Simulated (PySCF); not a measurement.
**RuNCl₂: relaxation and vibrations of the doublet**

Where does doublet RuNCl₂ go from a T-shaped (ligand arrangement 1) start, is the end point a minimum, and what are its modes, charges and moments?

The runs use PySCF 2.14.0; PBE0, basis Ru def2-TZVP with ECP28, N def2-TZVP, Cl def2-TZVP, scalar-relativistic core potentials, no spin–orbit coupling, density fitting.

**1. The system as given**

4 atoms, charge 0, spin multiplicity 2.

Bond lengths: Ru1–N2 1.740 Å, Ru1–Cl3 2.240 Å, Ru1–Cl4 2.240 Å. Angles: N2–Ru1–Cl3 88.0°, N2–Ru1–Cl4 176.0°, Cl3–Ru1–Cl4 88.0°.

```xyz
4
charge 0 multiplicity 2
Ru    0.0000    0.0000    0.0000
N    -1.7389    0.0000    0.0607
Cl    0.0000    0.0000    2.2400
Cl    2.2386    0.0000    0.0782
```

**2. The SCF at the typed geometry**

One driver script runs all steps and calls PySCF; scf.py shows how it sets up the SCF of each step. The optimiser is the driver's own. After this first run the driver tries any further starts and a stability analysis.

Contents of scf.py:

```python
from pyscf import gto, scf, dft
mol = gto.M(atom='''
Ru     0.000000     0.000000     0.000000
N     -1.738900     0.000000     0.060700
Cl     0.000000     0.000000     2.240000
Cl     2.238600     0.000000     0.078200''',
    basis={'Ru': 'def2-TZVP', 'N': 'def2-TZVP', 'Cl': 'def2-TZVP'},
    ecp={'Ru': 'def2-TZVP'},
    charge=0, spin=1)
mf = dft.UKS(mol, xc='PBE0')
mf.grids.atom_grid = (50, 194)
aux = {'Ru': 'def2-universal-JKFIT', 'N': 'def2-universal-JKFIT', 'Cl': 'def2-universal-JKFIT'}
mf = mf.density_fit(auxbasis=aux)
mf.conv_tol = 1e-08
mf.diis_space = 10
mf.max_cycle = 60
mf.init_guess = 'minao'
mf.verbose = 4
mf.kernel()
```

Command:

```console
$ OMP_NUM_THREADS=4 python axn.py task.json out
```

The program printed:

```text
init E= -1061.79540743182
[... the frontier-level lines of each cycle are left out ...]
cycle= 1 E= -1068.44760213567  delta_E= -6.65  |g|= 1.76  |ddm|= 3.33
cycle= 2 E= -1058.19599365371  delta_E= 10.3  |g|=    4  |ddm|= 5.63
cycle= 3 E= -1069.46722981016  delta_E= -11.3  |g|= 0.623  |ddm|= 5.53
cycle= 4 E= -1069.22195049932  delta_E= 0.245  |g|= 0.917  |ddm|= 1.15
cycle= 5 E= -1069.67088310338  delta_E= -0.449  |g|= 0.166  |ddm|= 0.644
cycle= 6 E= -1069.68505803426  delta_E= -0.0142  |g|= 0.0759  |ddm|= 0.176
cycle= 7 E= -1069.68842158908  delta_E= -0.00336  |g|= 0.0526  |ddm|= 0.0901
cycle= 8 E= -1069.68997175133  delta_E= -0.00155  |g|= 0.0417  |ddm|= 0.0618
cycle= 9 E= -1069.69092760025  delta_E= -0.000956  |g|= 0.036  |ddm|= 0.051
cycle= 10 E= -1069.69192819183  delta_E= -0.001  |g|= 0.0188  |ddm|= 0.0527
cycle= 11 E= -1069.69244700619  delta_E= -0.000519  |g|= 0.00825  |ddm|= 0.0338
cycle= 12 E= -1069.69275725483  delta_E= -0.00031  |g|= 0.00646  |ddm|= 0.0232
cycle= 13 E= -1069.69310282398  delta_E= -0.000346  |g|= 0.00608  |ddm|= 0.0271
cycle= 14 E= -1069.69406976865  delta_E= -0.000967  |g|= 0.00532  |ddm|= 0.0867
cycle= 15 E= -1069.69449522659  delta_E= -0.000425  |g|= 0.00676  |ddm|= 0.167
cycle= 16 E= -1069.69442217088  delta_E= 7.31e-05  |g|= 0.00432  |ddm|= 0.124
cycle= 17 E= -1069.69467334453  delta_E= -0.000251  |g|= 0.00124  |ddm|= 0.0553
cycle= 18 E= -1069.69468924978  delta_E= -1.59e-05  |g|= 0.000554  |ddm|= 0.0118
cycle= 19 E= -1069.69469196632  delta_E= -2.72e-06  |g|= 0.000291  |ddm|= 0.00725
cycle= 20 E= -1069.69469222435  delta_E= -2.58e-07  |g|= 0.000241  |ddm|= 0.00271
cycle= 21 E= -1069.69469234714  delta_E= -1.23e-07  |g|= 0.000136  |ddm|= 0.00107
cycle= 22 E= -1069.69469250053  delta_E= -1.53e-07  |g|= 9.18e-05  |ddm|= 0.0026
cycle= 23 E= -1069.6946925408  delta_E= -4.03e-08  |g|= 4.88e-05  |ddm|= 0.000694
cycle= 24 E= -1069.69469254326  delta_E= -2.46e-09  |g|= 1.47e-05  |ddm|= 0.000131
Extra cycle  E= -1069.69469254307  delta_E= 1.85e-10  |g|= 2.98e-05  |ddm|= 4.36e-05
converged SCF energy = -1069.69469254307  <S^2> = 1.0985683  2S+1 = 2.3225575
```

This step, with its further starts and checks, needed 27 s of wall time on 4 threads of Arm Neoverse V2, shared host.

The starts that the driver tried:

```tsv
start	energy (Eh)
the minimal-basis guess	-1069.694693
a thermally smeared density	-1069.694693
a smeared PBE density	-1069.694693
```

The test of internal stability and the other starts found no lower solution of this spin.

**3. Relaxing the doublet from the T-shaped (ligand arrangement 1) start**

The program finds Cs symmetry in the start, which this walk keeps. Threshold on the gradient: 0.0003 Eh/bohr, with a further test on the energy change.

scf.py, as its differences from that of step 2:

```diff
@@ -3,4 +3,4 @@
-Ru     0.000000     0.000000     0.000000
-N     -1.738900     0.000000     0.060700
-Cl     0.000000     0.000000     2.240000
-Cl     2.238600     0.000000     0.078200''',
+Ru    -0.290195     0.000000    -0.440769
+N     -2.029095     0.000000    -0.380069
+Cl    -0.290195     0.000000     1.799231
+Cl     1.948405     0.000000    -0.362569''',
@@ -17 +16,0 @@
-mf.init_guess = 'minao'
```

The optimiser's trace:

```tsv
step	energy (Eh)	change (kJ/mol)	largest symmetric gradient (Eh/bohr)
0	-1069.694692	0.00	0.09563
1	-1069.720437	-67.59	0.04845
2	-1069.739192	-116.83	0.10554
3	-1069.756377	-161.95	0.03869
4	-1069.761953	-176.59	0.02529
5	-1069.769442	-196.25	0.02466
6	-1069.770802	-199.82	0.00699
7	-1069.771157	-200.76	0.00713
8	-1069.771163	-200.77	0.00332
9	-1069.771229	-200.95	0.00318
10	-1069.771262	-201.03	0.00273
11	-1069.771286	-201.10	0.00103
12	-1069.771287	-201.10	0.00027
```

The walk took 47 s.

Positions (Å) and forces (eV/Å) along the way:

```
step 0
Ru  -0.290   0.000  -0.441  -4.918   0.000   1.170
N   -2.029   0.000  -0.380   4.455   0.000  -1.163
Cl  -0.290   0.000   1.799  -0.025   0.000   0.787
Cl   1.948   0.000  -0.363   0.488   0.000  -0.794
step 1
Ru  -0.334   0.000  -0.385  -2.491   0.000   1.633
N   -1.953   0.000  -0.443   2.018   0.000  -1.197
Cl  -0.305   0.000   1.869   0.030   0.000   0.453
Cl   1.930   0.000  -0.425   0.443   0.000  -0.889
step 6
Ru  -0.322   0.000   0.043  -0.319   0.000  -0.133
N   -1.618   0.000  -0.844   0.361   0.000   0.230
Cl  -0.439   0.000   2.273  -0.108   0.000   0.048
Cl   1.718   0.000  -0.856   0.066   0.000  -0.145
step 12
Ru  -0.288   0.000   0.069   0.010   0.000   0.014
N   -1.576   0.000  -0.816  -0.013   0.000  -0.012
Cl  -0.510   0.000   2.296  -0.001   0.000   0.001
Cl   1.713   0.000  -0.933   0.004   0.000  -0.003
```

After 12 steps and 201.1 kJ/mol it ends at C2v: Ru–Cl 2.238 Å (×2), Ru–N 1.562 Å; Cl–Ru–Cl 122.3°, Cl–Ru–N 118.9° (×2).

**4. Is it a minimum? Harmonic modes**

On the finer grid the gradient is checked again; gradients at displacements of ±0.02 bohr then give force constants and infrared intensities.

scf.py, as its differences from that of step 3:

```diff
@@ -3,4 +3,4 @@
-Ru    -0.290195     0.000000    -0.440769
-N     -2.029095     0.000000    -0.380069
-Cl    -0.290195     0.000000     1.799231
-Cl     1.948405     0.000000    -0.362569''',
+Ru    -0.236595     0.000000    -0.162852
+N     -1.523621     0.000000    -1.048732
+Cl    -0.461890     0.000000     2.064283
+Cl     1.763291     0.000000    -1.168508''',
@@ -11 +11 @@
-mf.grids.atom_grid = (50, 194)
+mf.grids.atom_grid = (75, 302)
@@ -14 +14 @@
-mf.conv_tol = 1e-08
+mf.conv_tol = 1e-10
```

The driver hands on the density of the step before, so the log starts near convergence.

SCF at the final geometry:

```text
init E= -1069.7713063261
[... the frontier-level lines of each cycle are left out ...]
cycle= 1 E= -1069.77130632608  delta_E= 2.05e-11  |g|= 7.96e-06  |ddm|= 5.96e-06
Extra cycle  E= -1069.77130632571  delta_E= 3.7e-10  |g|= 3.23e-05  |ddm|= 1.9e-05
converged SCF energy = -1069.77130632571  <S^2> = 0.7618751  2S+1 = 2.01184
```

The whole step took 86 s.

Geometry: C2v; Ru–Cl 2.239 Å (×2), Ru–N 1.562 Å; Cl–Ru–Cl 122.5°, Cl–Ru–N 118.8° (×2).

Harmonic modes (main isotopes):

| symmetry | ω (cm⁻¹) | IR (km/mol) | μ (u) |
| --- | --- | --- | --- |
| a1 | 103 | 1.2 | 38.55 |
| b1 | 160 | 9.5 | 24.54 |
| b2 | 223 | 1.0 | 16.32 |
| a1 | 384 | 18.6 | 37.28 |
| b2 | 428 | 98.1 | 45.68 |
| a1 | 1220 | 74.4 | 15.59 |

No imaginary mode, so this is a minimum.

Properties at this point:

```
Dipole moment                                                   : 1.29 D
Highest occupied level                                          : -7.94 eV
Lowest empty level                                              : -5.06 eV
Rotational constants                                            : 0.1686, 0.0626, 0.04565 cm⁻¹
Zero-point energy                                               : 15.1 kJ/mol
Principal polarisabilities                                      : 39.6, 67.5, 85.4 bohr³
Atomisation energy without zero-point energy                    : 1151 kJ/mol
Principal traceless quadrupole moments about the centre of mass : -6.32, 1.06, 5.26 D Å
Entropy at 298.15 K and 1 bar (electronic part: spin only)      : 330.6 J/(mol K)
Heat capacity Cp at 298.15 K                                    : 69.9 J/(mol K)
Enthalpy at 298.15 K above 0 K                                  : 16.49 kJ/mol
Rotational symmetry number                                      : 2
Spin squared ⟨S²⟩                                               : 0.762
```

Populations by atom (charges in e):

```
 atom  Mulliken  Löwdin  polar tensor  spin (Mulliken)  Mayer order to Ru1
  Ru1      1.08    0.12          1.45             1.09                   –
   N2     -0.33   -0.11         -0.42            -0.13                2.58
Cl3,4     -0.38   -0.01         -0.51             0.02                0.90
```

Mulliken populations on Ru1 (outside its core potential): s 2.38, p 6.23, d 6.28, f 0.02.

**5. What came out**

| quantity | value |
| --- | --- |
| minimum | doublet, C2v |
| geometry | Ru–Cl 2.239 Å (×2), Ru–N 1.562 Å; Cl–Ru–Cl 122.5°, Cl–Ru–N 118.8° (×2) |
| wavenumbers (cm⁻¹) | 103 (a1), 160 (b1), 223 (b2), 384 (a1), 428 (b2), 1220 (a1) |
| dipole moment | 1.29 D |
| highest occupied, lowest empty level (either spin) | -7.94, -5.06 eV |
| polar-tensor charge of Ru1 | +1.45 e |
| zero-point energy | 15.1 kJ/mol |
| entropy at 298.15 K | 330.6 J/(mol K) |
| atomisation energy (no zero-point energy) | 1151 kJ/mol |
| ⟨S²⟩ | 0.762 |

What this shows: The T-shaped (ligand arrangement 1) start (Cs) ends in a minimum of C2v symmetry. In the infrared the band at 428 cm⁻¹ (b2, stretch) leads. Most of the spin sits on Ru1 (Mulliken spin 1.09, against 1 for the whole molecule). Only this shape and spin were tried, so other structures or states may lie lower. Open d and f shells are described by one determinant, and the ground state may have another occupation or spin.

The search up to here took 2.7 min.
